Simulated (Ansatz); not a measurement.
**CH₃Ga (triplet): the correlation ladder at distance C1–Ga2 = 4.361 Å, cc-pVDZ**

An exercise on one series of results from a longer session: the logs are not shown, and one member is left open.

Program: Ansatz 0.2.0, Gaussian basis. Level of theory: cc-pVDZ, core rule «outside noble gas», up to 15 orbitals frozen. These are calculated values, not measurements.

The runs, in order: UHF; CCSD(T) on ROHF; CCSD(T) on UHF; BCCD(T) on ROHF; CISD; CCSDT(Q) on ROHF; CCSDT(Q) on UHF; CASSCF and MRCISD+Q, 4 electrons in 4 orbitals; CASSCF and NEVPT2, 4 electrons in 4 orbitals.

24 further runs of the same task are left out: 4 for a known fault of the program, 1 for a mislabelled method, 15 that didn't finish, 4 set aside as unsound or not needed.

## What is computed

The geometry derives from a PBE0/def2-TZVP stationary point (not a proven minimum). One bond is set to the value named and the two fragments are kept rigid. No spin-orbit coupling is included. The filled d shell of Ga may be among the frozen orbitals whatever the setting's name suggests; the logs give the count.

5 atoms, charge 0, spin multiplicity 3.

Atoms are counted from 1 here; the program's logs count them from 0.

Bond lengths: C1–H3 1.090 Å, C1–H4 1.087 Å, Ga2–H5 1.596 Å. Angles: H3–C1–H4 113.7°.

Set-up of the first run:

in.yaml reads:

```yaml
crystal:
  periodic: [false, false, false]
  atoms:
    - {symbol: C, position_ang: [0.000000, 0.205762, 3.628697]}
    - {symbol: Ga, position_ang: [0.000000, -0.061067, -0.724132]}
    - {symbol: H, position_ang: [0.000000, 1.156411, 4.161502]}
    - {symbol: H, position_ang: [0.000000, -0.662365, 4.282570]}
    - {symbol: H, position_ang: [0.000000, 1.278282, -1.593000]}
basis:
  gaussian: {orbitals: cc-pVDZ}
magnetization: {spin_polarized: true, initial_magnetization: 2}
hamiltonian: {xc: hf}
output: {orbitals: {seedname: orbitals}}
```

On the command line:

```bash
ansatz run in.yaml --threads 1 --pin off --events-out ev --progress --plain --max-ram 2393MiB
```

Among the steps run: UHF; CCSD(T) on ROHF; CCSD(T) on UHF; BCCD(T) on ROHF; CISD; CCSDT(Q) on ROHF; CCSDT(Q) on UHF; CASSCF and MRCISD+Q, 4 electrons in 4 orbitals; CASSCF and NEVPT2, 4 electrons in 4 orbitals.

One of the session's tables, all rows but one given; the rest of the session is left out.

It belongs to the step «Misses and costs». 

```
   method  from UCCSDT(Q) (kJ/mol)
     ROHF                   +501.4
      UHF                   +490.4
     RMP2                   +115.1
     UMP2                   +115.5
    RCCSD                     +9.1
    UCCSD                        ?
 RCCSD(T)                     +2.1
 UCCSD(T)                     +2.0
  BCCD(T)                     +2.1
   RCCSDT                     +0.3
   UCCSDT                     +0.3
RCCSDT(Q)                      0.0
UCCSDT(Q)                        0
```

Q: Estimate the row for UCCSD from the others.

**Answer.** from UCCSDT(Q) (kJ/mol): +9.0. In the column «from UCCSDT(Q) (kJ/mol)» it lies between BCCD(T) (+2.1) and RCCSD (+9.1).

Not comparable, so not listed: CISD; CASSCF and MRCISD+Q, 4 electrons in 4 orbitals (they don't share determinant, frozen orbitals or solution with the rows shown, or repeat one).

Limits of these values: Left out of the table: CASSCF pair, NEVPT2 pair (the active space lost an orbital or holds another state than full CI finds). Restricted and unrestricted rows rest on different reference determinants; where their highest levels disagree by more than a few hundredths of an eV, they describe different states and don't form one ladder. Warnings in the runs' records: passed over end.
